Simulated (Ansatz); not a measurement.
# SnH₃F + HBr: a complex and its separated parts

Aim: how far the complex at one end of a reaction step lies below its separated, relaxed parts, level by level.

The runs use Ansatz 0.2.0, Gaussian basis; PBE0-D4/def2-TZVP structures, single points in def2-TZVPP, no counterpoise correction.

Levels: SPW92, PBE-D4, BLYP-D4, r2SCAN-D4, B97M-V, PBE0-D4, B3LYP-D4, r2SCAN0-D4, BHLYP-D4, CAM-B3LYP-D4, wB97X-V, wB97M-V, B2PLYP, PBE-QIDH, RPA on PBE, Hartree-Fock, MP2, CCSD, CCSD(T).

Cores are frozen in the correlated methods. Filled d shells of the heavier atoms are correlated. Core potentials replace the inner electrons past krypton, and spin-orbit coupling is left out. B3LYP uses VWN-RPA correlation. B2PLYP carries no dispersion term here.

20 further runs of the same task are left out: 20 set aside as unsound or not needed.

## 1. Where the work starts

The complex: 7 atoms, charge 0, spin multiplicity 1.

Atoms are counted from 1 here; the program's logs count them from 0.

Bond lengths: Sn1–H3 1.696 Å, Sn1–H4 1.698 Å, Sn1–H5 1.696 Å, Sn1–F7 1.950 Å, Br2–H6 1.441 Å. Angles: H3–Sn1–H4 114.6°, H3–Sn1–H5 115.0°, H3–Sn1–F7 103.8°, H4–Sn1–H5 114.6°, H4–Sn1–F7 103.0°, H5–Sn1–F7 103.8°.

Geometry (Å):

```mol
BrFH4Sn
  3D, bonds by distance, orders not assigned

  7  5  0  0  0  0  0  0  0  0999 V2000
   -0.8584    0.1013   -0.7378 Sn  0  0
    2.7289   -0.5519    1.4428 Br  0  0
   -0.7038   -1.5751   -0.9458 H   0  0
   -2.4573    0.6716   -0.7638 H   0  0
    0.2397    1.0379   -1.6290 H   0  0
    1.3718   -0.0749    1.5196 H   0  0
   -0.3210    0.3912    1.1140 F   0  0
  1  3  8  0
  1  4  8  0
  1  5  8  0
  1  7  8  0
  2  6  8  0
M  END
```

Its parts: SnH₃F holds atoms 1, 3, 4, 5, 7; HBr holds atoms 2, 6. Each part counts its atoms afresh in its own runs.

## 2. Relaxing SnH₃F alone

File relax-a/in.yaml:

```yaml
crystal:
  periodic: [false, false, false]
  atoms:
    - {symbol: Sn, position_ang: [-0.858388, 0.101298, -0.737776]}
    - {symbol: H, position_ang: [-0.703761, -1.575137, -0.945758]}
    - {symbol: H, position_ang: [-2.457251, 0.671596, -0.763838]}
    - {symbol: H, position_ang: [0.239728, 1.037907, -1.629020]}
    - {symbol: F, position_ang: [-0.320980, 0.391207, 1.114021]}
basis:
  gaussian: {orbitals: def2-TZVP}
hamiltonian: {xc: pbe0, dispersion: d4}
relax: {f_tol: 0.005, max_steps: 200}
```

No record of the launch command was kept for these runs.

The program printed, shortened:

```text
Functional definition: PBE0
  name "PBE0"
  cite "Adamo & Barone, J. Chem. Phys. 110, 6158 (1999) doi:10.1063/1.478522"
  cite "Perdew, Burke & Ernzerhof, Phys. Rev. Lett. 77, 3865 (1996) doi:10.1103/PhysRevLett.77.3865"
  parent pbe
[...]
749 factors; their error is unknown
[...]
mean field -8596.07753286 eV, -315.9000227020 hartree, gradient 3.5e-5 eV, S^2 0.000000; 0 other end points of the search recorded, 0 dependent functions left out
[...]
reference -8596.07756425 eV, -315.9000238557 hartree; 17, 17 occupied and 82, 82 virtual orbitals, 749 factors
relax step   1: F+E_penalty+E_count = -8596.12492023 eV  Δ(F+E_penalty+E_count) = +0.000e0 eV  max|allowed force component| = 6.365e-1 eV/Å  Δτ_max = 0.0000 Å  (23 SCF iters, accepted)
[...]
relax step   3: F+E_penalty+E_count = -8596.13413009 eV  Δ(F+E_penalty+E_count) = -1.470e-3 eV  max|allowed force component| = 4.839e-2 eV/Å  Δτ_max = 0.0187 Å  (28 SCF iters, accepted)
[...]
relax step   4: F+E_penalty+E_count = -8596.13420402 eV  Δ(F+E_penalty+E_count) = -7.393e-5 eV  max|allowed force component| = 1.349e-3 eV/Å  Δτ_max = 0.0030 Å  (30 SCF iters, accepted)
749 factors; their error is unknown
mean field -8596.08673255 eV, -315.9003607845 hartree, gradient 1.8e-5 eV, S^2 0.000000; 1 other end points of the search recorded, 0 dependent functions left out
[...]
reference -8596.08676388 eV, -315.9003619357 hartree; 17, 17 occupied and 82, 82 virtual orbitals, 749 factors
Total energy: -8596.13423535 eV, -315.9021064799 hartree
Atom 0 at    -0.855411     0.106980    -0.711584 Å, force    -0.001208     0.000724     0.001189 eV/Å
Atom 1 at    -0.705602    -1.569628    -0.953196 Å, force     0.000094    -0.001349    -0.000179 eV/Å
Atom 2 at    -2.459302     0.668410    -0.779051 Å, force     0.000295    -0.000110    -0.000016 eV/Å
Atom 3 at     0.233746     1.032098    -1.633383 Å, force     0.000873     0.000780    -0.000741 eV/Å
Atom 4 at    -0.314084     0.389010     1.114843 Å, force    -0.000053    -0.000044    -0.000253 eV/Å
Dipole moment:    -0.159999    -0.083385    -0.539963 e Å
```

Wall time 2.7 s (4 threads, shared host); peak memory 0.17 GiB.

Along the way:

```csv
step,energy from step 1 (eV),largest force component (eV/Å)
1,0.0000,0.6365
2,-0.0077,0.1344
3,-0.0092,0.0484
4,-0.0093,0.0013
```

Distances of close pairs at the start and the end, largest changes first:

```csv
bond,before (Å),after (Å),change (Å)
Sn1–F5,1.950,1.926,-0.024
Sn1–H4,1.696,1.701,+0.004
Sn1–H2,1.696,1.701,+0.004
Sn1–H3,1.698,1.701,+0.003
```

## 3. Relaxing HBr alone

File relax-b/in.yaml:

```yaml
crystal:
  periodic: [false, false, false]
  atoms:
    - {symbol: Br, position_ang: [2.728921, -0.551893, 1.442768]}
    - {symbol: H, position_ang: [1.371830, -0.074876, 1.519604]}
basis:
  gaussian: {orbitals: def2-TZVP}
hamiltonian: {xc: pbe0, dispersion: d4}
relax: {f_tol: 0.005, max_steps: 200}
```

The program printed, shortened:

```text
[... 5 set-up lines as earlier in the session ...]
[...]
457 factors; their error is unknown
[...]
mean field -70054.56774319 eV, -2574.4578798707 hartree, gradient 1.3e-5 eV, S^2 0.000000; 0 other end points of the search recorded, 0 dependent functions left out
[...]
reference -70054.56776049 eV, -2574.4578805064 hartree; 18, 18 occupied and 36, 36 virtual orbitals, 457 factors
relax step   1: F+E_penalty+E_count = -70054.57326911 eV  Δ(F+E_penalty+E_count) = +0.000e0 eV  max|allowed force component| = 4.665e-1 eV/Å  Δτ_max = 0.0000 Å  (23 SCF iters, accepted)
[...]
relax step   2: F+E_penalty+E_count = -70054.57817368 eV  Δ(F+E_penalty+E_count) = -4.905e-3 eV  max|allowed force component| = 7.646e-2 eV/Å  Δτ_max = 0.0084 Å  (28 SCF iters, accepted)
[...]
relax step   3: F+E_penalty+E_count = -70054.57830144 eV  Δ(F+E_penalty+E_count) = -1.278e-4 eV  max|allowed force component| = 1.281e-3 eV/Å  Δτ_max = 0.0016 Å  (29 SCF iters, accepted)
457 factors; their error is unknown
[...]
mean field -70054.57278214 eV, -2574.4580650488 hartree, gradient 9.1e-6 eV, S^2 0.000000; 1 other end points of the search recorded, 0 dependent functions left out
[...]
reference -70054.57279942 eV, -2574.4580656836 hartree; 18, 18 occupied and 36, 36 virtual orbitals, 457 factors
Total energy: -70054.57831872 eV, -2574.4582685143 hartree
Atom 0 at     2.719481    -0.548575     1.443302 Å, force     0.001281    -0.000450    -0.000073 eV/Å
Atom 1 at     1.381270    -0.078194     1.519070 Å, force    -0.001281     0.000450     0.000073 eV/Å
Dipole moment:    -0.186844     0.065676     0.010579 e Å
```

Run time: 0.85 s. Hardware: 4 threads, shared host.

Step by step:

```csv
step,energy from step 1 (eV),largest force component (eV/Å)
1,0.0000,0.4665
2,-0.0049,0.0765
3,-0.0050,0.0013
```

The bond:

```csv
bond,before (Å),after (Å),change (Å)
Br1–H2,1.441,1.420,-0.020
```

## 4. wB97M-V/def2-TZVPP

File parta/in.yaml:

```yaml
crystal:
  periodic: [false, false, false]
  atoms:
    - {symbol: Sn, position_ang: [-0.855411, 0.106980, -0.711584]}
    - {symbol: H, position_ang: [-0.705602, -1.569628, -0.953196]}
    - {symbol: H, position_ang: [-2.459302, 0.668410, -0.779051]}
    - {symbol: H, position_ang: [0.233746, 1.032098, -1.633383]}
    - {symbol: F, position_ang: [-0.314084, 0.389010, 1.114843]}
basis:
  gaussian: {orbitals: def2-TZVPP}
hamiltonian: {xc: {name: wB97M-V}}
```

File partb/in.yaml:

```yaml
crystal:
  periodic: [false, false, false]
  atoms:
    - {symbol: Br, position_ang: [2.719481, -0.548575, 1.443302]}
    - {symbol: H, position_ang: [1.381270, -0.078194, 1.519070]}
basis:
  gaussian: {orbitals: def2-TZVPP}
hamiltonian: {xc: {name: wB97M-V}}
```

parta printed, shortened:

```text
Functional definition: wB97M-V
  name "wB97M-V"
  cite "Mardirossian & Head-Gordon, J. Chem. Phys. 144, 214110 (2016) doi:10.1063/1.4952647"
  cite "Becke, J. Chem. Phys. 107, 8554 (1997) doi:10.1063/1.475007"
  cite "Vydrov & Van Voorhis, J. Chem. Phys. 133, 244103 (2010) doi:10.1063/1.3521275"
  # Of w^i u^j: cxij and so on, Table III.
[...]
  gx(w, u) = 1 - cx + cx01*u + cx10*w
  gss(w, u) = css00 + css04*u^4 + css10*w + css20*w^2 + css43*w^4*u^3
  gos(w, u) = cos00 + cos10*w + (cos20 + cos21*u)*w^2 + (cos60 + cos61*u)*w^6
[...]
      + integral(e_c_pw_mod_opposite_spin*gos(b97_w_opposite, b97_u_opposite)) + vv10(b, c)
765 factors; their error is unknown
177 factors; integrals over basis functions are off by at most 7.7e-6 eV
[...]
mean field -8596.37555272 eV, -315.9109747299 hartree, gradient 4.3e-5 eV, S^2 0.000000; 0 other end points of the search recorded, 0 dependent functions left out
reference -8596.37560397 eV, -315.9109766131 hartree; 17, 17 occupied and 106, 106 virtual orbitals, 765 factors
Total energy: -8596.37560397 eV, -315.9109766131 hartree
```

Log of partb, shortened:

```text
[... 5 set-up lines as earlier in the session ...]
  # Of w^i u^j: cxij and so on, Table III.
[...]
  gx(w, u) = 1 - cx + cx01*u + cx10*w
  gss(w, u) = css00 + css04*u^4 + css10*w + css20*w^2 + css43*w^4*u^3
  gos(w, u) = cos00 + cos10*w + (cos20 + cos21*u)*w^2 + (cos60 + cos61*u)*w^6
[...]
      + integral(e_c_pw_mod_opposite_spin*gos(b97_w_opposite, b97_u_opposite)) + vv10(b, c)
467 factors; their error is unknown
73 factors; integrals over basis functions are off by at most 1.1e-4 eV
[...]
mean field -70058.67557622 eV, -2574.6088399503 hartree, gradient 8.6e-6 eV, S^2 0.000000; 0 other end points of the search recorded, 0 dependent functions left out
reference -70058.67560203 eV, -2574.6088408986 hartree; 18, 18 occupied and 44, 44 virtual orbitals, 467 factors
Total energy: -70058.67560203 eV, -2574.6088408986 hartree
```

Times: 1.9 s (parta), 0.55 s (partb) on 4 threads, shared host; peak memory 0.25 GiB.

## 5. CCSD(T)/def2-TZVPP

Each input of step 4 (parta, partb) changes in the same lines:

```diff
-hamiltonian: {xc: {name: wB97M-V}}
+correlation: {method: ccsd_t}
```

Log of parta, shortened:

```text
Functional definition: HF
  name "HF"
  cite "Fock, Z. Phys. 61, 126 (1930) doi:10.1007/BF01340294"
[... 1 set-up line as earlier in the session ...]
[...]
894 factors; integrals over basis functions are off by at most 1.1e-3 eV
[...]
mean field -8560.37643070 eV, -314.5880313968 hartree, gradient 2.1e-6 eV, S^2 0.000000; 0 other end points of the search recorded, 0 dependent functions left out
5 core orbitals not correlated: weight in the atoms' cores, before any rotation towards them, 1.000 or more for the frozen orbitals, at most 0.000 for the correlated occupied ones
reference -8560.37643070 eV, -314.5880313968 hartree; 12, 12 occupied and 106, 106 virtual orbitals, 894 factors
second order -16.03725288 eV of doubles, -0.00000000 eV of singles
cycle   1  -15.82819236 eV  change    2.1e-1 eV  update   9.7e-2
[...]
cycle   9  -16.30503240 eV  change   -8.7e-6 eV  update   2.1e-5
perturbative correction -0.42437634 eV, -0.0155955430 hartree
Total energy: -8577.10583945 eV, -315.2028258285 hartree
```

partb printed, shortened:

```text
[... 4 set-up lines as earlier in the session ...]
[...]
399 factors; integrals over basis functions are off by at most 1.5e-3 eV
[...]
mean field -70014.93833767 eV, -2573.0015260797 hartree, gradient 1.4e-6 eV, S^2 0.000000; 0 other end points of the search recorded, 0 dependent functions left out
9 core orbitals not correlated: weight in the atoms' cores, before any rotation towards them, 1.000 or more for the frozen orbitals, at most 0.000 for the correlated occupied ones
reference -70014.93833767 eV, -2573.0015260797 hartree; 9, 9 occupied and 44, 44 virtual orbitals, 399 factors
second order -7.83906723 eV of doubles, -0.00000000 eV of singles
cycle   1  -7.92764807 eV  change   -8.9e-2 eV  update   4.5e-2
[...]
cycle   7  -8.11358943 eV  change   -4.6e-6 eV  update   1.2e-5
perturbative correction -0.24159965 eV, -0.0088786232 hartree
Total energy: -70023.29352674 eV, -2573.3085736148 hartree
```

Wall times: 4.9 s (parta), 0.3 s (partb) on 4 threads, shared host; peak memory 0.65 GiB.

## 6. Vibrations of SnH₃F

File vib-parta/in.yaml:

```yaml
crystal:
  periodic: [false, false, false]
  atoms:
    - {symbol: Sn, position_ang: [-0.855411, 0.106980, -0.711584]}
    - {symbol: H, position_ang: [-0.705602, -1.569628, -0.953196]}
    - {symbol: H, position_ang: [-2.459302, 0.668410, -0.779051]}
    - {symbol: H, position_ang: [0.233746, 1.032098, -1.633383]}
    - {symbol: F, position_ang: [-0.314084, 0.389010, 1.114843]}
basis:
  gaussian: {orbitals: def2-TZVP}
hamiltonian: {xc: pbe0, dispersion: d4}
phonons: {temperatures: {t_min: 298.15, t_max: 900, t_step: 200}}
```

The program printed, shortened:

```text
[... 5 set-up lines as earlier in the session ...]
[...]
749 factors; their error is unknown
[...]
mean field -8596.08673276 eV, -315.9003607920 hartree, gradient 6.3e-5 eV, S^2 0.000000; 0 other end points of the search recorded, 0 dependent functions left out
[...]
reference -8596.08676409 eV, -315.9003619433 hartree; 17, 17 occupied and 82, 82 virtual orbitals, 749 factors
[... from here to the last solve, the lines of the solves are left out (29 solves) ...]
749 factors; their error is unknown
mean field -8596.08665797 eV, -315.9003580437 hartree, gradient 2.1e-6 eV, S^2 0.000000; 0 other end points of the search recorded, 0 dependent functions left out
[...]
reference -8596.08668929 eV, -315.9003591946 hartree; 17, 17 occupied and 82, 82 virtual orbitals, 749 factors
Total energy: -8596.13423555 eV, -315.9021064875 hartree
Atom 0 at    -0.855411     0.106980    -0.711584 Å, force    -0.001178     0.000717     0.001169 eV/Å
Atom 1 at    -0.705602    -1.569628    -0.953196 Å, force     0.000083    -0.001346    -0.000175 eV/Å
Atom 2 at    -2.459302     0.668410    -0.779051 Å, force     0.000293    -0.000112    -0.000007 eV/Å
Atom 3 at     0.233746     1.032098    -1.633383 Å, force     0.000867     0.000784    -0.000745 eV/Å
Atom 4 at    -0.314084     0.389010     1.114843 Å, force    -0.000064    -0.000043    -0.000242 eV/Å
Dipole moment:    -0.159999    -0.083385    -0.539963 e Å
Vibrations: 506.19 506.56 611.16 698.87 699.19 712.03 1972.35 1980.49 1980.76 cm⁻¹, zero-point energy 0.599315 eV
```

It took 13 s on 4 threads, shared host; peak memory 0.17 GiB.

The modes, with what each moves most:

```csv
mode,wavenumber (cm⁻¹),character
1,506,bend
2,507,bend
3,611,Sn–F stretch
4,699,bend
5,699,bend
6,712,bend
7,1972,Sn–H stretch
8,1980,Sn–H stretch
9,1981,Sn–H stretch
```

Vibrational sums (real modes only):

```csv
T (K),entropy (J/mol/K),heat capacity (J/mol/K)
298,11.0,25.1
498,28.0,41.0
698,43.5,50.8
898,57.2,57.4
```

## 7. Vibrations of HBr

File vib-partb/in.yaml:

```yaml
crystal:
  periodic: [false, false, false]
  atoms:
    - {symbol: Br, position_ang: [2.719481, -0.548575, 1.443302]}
    - {symbol: H, position_ang: [1.381270, -0.078194, 1.519070]}
basis:
  gaussian: {orbitals: def2-TZVP}
hamiltonian: {xc: pbe0, dispersion: d4}
phonons: {temperatures: {t_min: 298.15, t_max: 900, t_step: 200}}
```

The program printed, shortened:

```text
[... 5 set-up lines as earlier in the session ...]
[...]
457 factors; their error is unknown
[...]
mean field -70054.57278214 eV, -2574.4580650487 hartree, gradient 2.1e-5 eV, S^2 0.000000; 0 other end points of the search recorded, 0 dependent functions left out
[...]
reference -70054.57279942 eV, -2574.4580656836 hartree; 18, 18 occupied and 36, 36 virtual orbitals, 457 factors
[...]
457 factors; their error is unknown
[...]
mean field -70054.57278214 eV, -2574.4580650488 hartree, gradient 1.2e-6 eV, S^2 0.000000; 0 other end points of the search recorded, 0 dependent functions left out
[...]
reference -70054.57279942 eV, -2574.4580656837 hartree; 18, 18 occupied and 36, 36 virtual orbitals, 457 factors
[...]
457 factors; their error is unknown
[...]
mean field -70054.57269780 eV, -2574.4580619493 hartree, gradient 1.2e-6 eV, S^2 0.000000; 0 other end points of the search recorded, 0 dependent functions left out
[...]
reference -70054.57271507 eV, -2574.4580625841 hartree; 18, 18 occupied and 36, 36 virtual orbitals, 457 factors
[...]
457 factors; their error is unknown
mean field -70054.57270365 eV, -2574.4580621643 hartree, gradient 1.2e-6 eV, S^2 0.000000; 0 other end points of the search recorded, 0 dependent functions left out
[...]
reference -70054.57272093 eV, -2574.4580627993 hartree; 18, 18 occupied and 36, 36 virtual orbitals, 457 factors
Total energy: -70054.57831872 eV, -2574.4582685143 hartree
Atom 0 at     2.719481    -0.548575     1.443302 Å, force     0.001288    -0.000453    -0.000073 eV/Å
Atom 1 at     1.381270    -0.078194     1.519070 Å, force    -0.001288     0.000453     0.000073 eV/Å
Dipole moment:    -0.186845     0.065676     0.010579 e Å
Vibrations: 2667.82 cm⁻¹, zero-point energy 0.165384 eV
```

Wall time 1.8 s (4 threads, shared host).

Wavenumbers and character of the modes:

```csv
mode,wavenumber (cm⁻¹),character
1,2668,Br–H stretch
```

Vibrational sums (real modes only):

```csv
T (K),entropy (J/mol/K),heat capacity (J/mol/K)
298,0.0,0.0
498,0.0,0.2
698,0.2,1.0
898,0.6,2.2
```

## 8. Complex less separated parts

The complex's own energies come from single points at the same levels. Levels not printed above were run the same way.

Rows are in def2-TZVPP; times add the 3 runs of a level on a shared host, so small differences are noise.

Differences are taken before rounding.

```csv
method,rung,complex less parts (kcal/mol),from CCSD(T) (kcal/mol),time
SPW92,LDA,-9.0,-4.0,1.2 s
PBE-D4,GGA,-6.3,-1.4,1.8 s
BLYP-D4,GGA,-6.0,-1.0,2.1 s
r2SCAN-D4,meta-GGA,-5.8,-0.9,3.8 s
B97M-V,meta-GGA,-5.1,-0.2,7.8 s
PBE0-D4,hybrid,-5.8,-0.8,2.4 s
B3LYP-D4,hybrid,-5.8,-0.9,2.4 s
r2SCAN0-D4,hybrid,-5.6,-0.6,4.5 s
BHLYP-D4,hybrid,-5.8,-0.8,2.3 s
CAM-B3LYP-D4,range-separated hybrid,-5.9,-1.0,2.7 s
wB97X-V,range-separated hybrid,-5.2,-0.2,6.6 s
wB97M-V,range-separated hybrid,-5.3,-0.4,8 s
B2PLYP,double hybrid,-4.7,+0.3,4.3 s
PBE-QIDH,double hybrid,-5.0,-0.1,4.5 s
RPA on PBE,RPA,-4.0,+0.9,4.1 s
Hartree-Fock,wavefunction,-1.8,+3.2,
MP2,wavefunction,-5.5,-0.6,
CCSD,wavefunction,-4.4,+0.6,
CCSD(T),wavefunction,-5.0,0,73 s
```

Among the levels timed on like hardware and quicker than the yardstick, those that no quicker one beats, quickest first: SPW92 (1.2 s, -4.0 kcal/mol); PBE-D4 (1.8 s, -1.4 kcal/mol); BLYP-D4 (2.1 s, -1.0 kcal/mol); BHLYP-D4 (2.3 s, -0.8 kcal/mol); B2PLYP (4.3 s, +0.3 kcal/mol); PBE-QIDH (4.5 s, -0.1 kcal/mol).

PBE-QIDH reaches 0.1 kcal/mol from the reference in 4.5 s, where CCSD(T) took 73 s; the quickest level in the cost chart, SPW92, takes 1.2 s and misses by 4.0 kcal/mol.

The complex's zero-point energy, from a separate PBE0-D4 run, is 0.813 eV.

## 9. What came out

| quantity | value |
| --- | --- |
| complex less parts, CCSD(T)/def2-TZVPP | -5.0 kcal/mol |
| with zero-point energy | -3.9 kcal/mol |
| largest T1 diagnostic | 0.014 |

What this shows: At CCSD(T) the complex lies 5.0 kcal/mol below its parts. PBE-QIDH is the best functional here (-0.1 kcal/mol from CCSD(T)); SPW92 is the worst (-4.0 kcal/mol). Mean unsigned error by rung: LDA 4.0, GGA 1.2, meta-GGA 0.5, hybrid 0.8, range-separated hybrid 0.5, double hybrid 0.2 kcal/mol. PBE-D4 gives a relative energy 1.4 kcal/mol too low, outside chemical accuracy (1 kcal/mol). No counterpoise was applied, and triple zeta lacks some correlation, so the CCSD(T) reference has a basis error of its own, and close matches with it are partly luck.
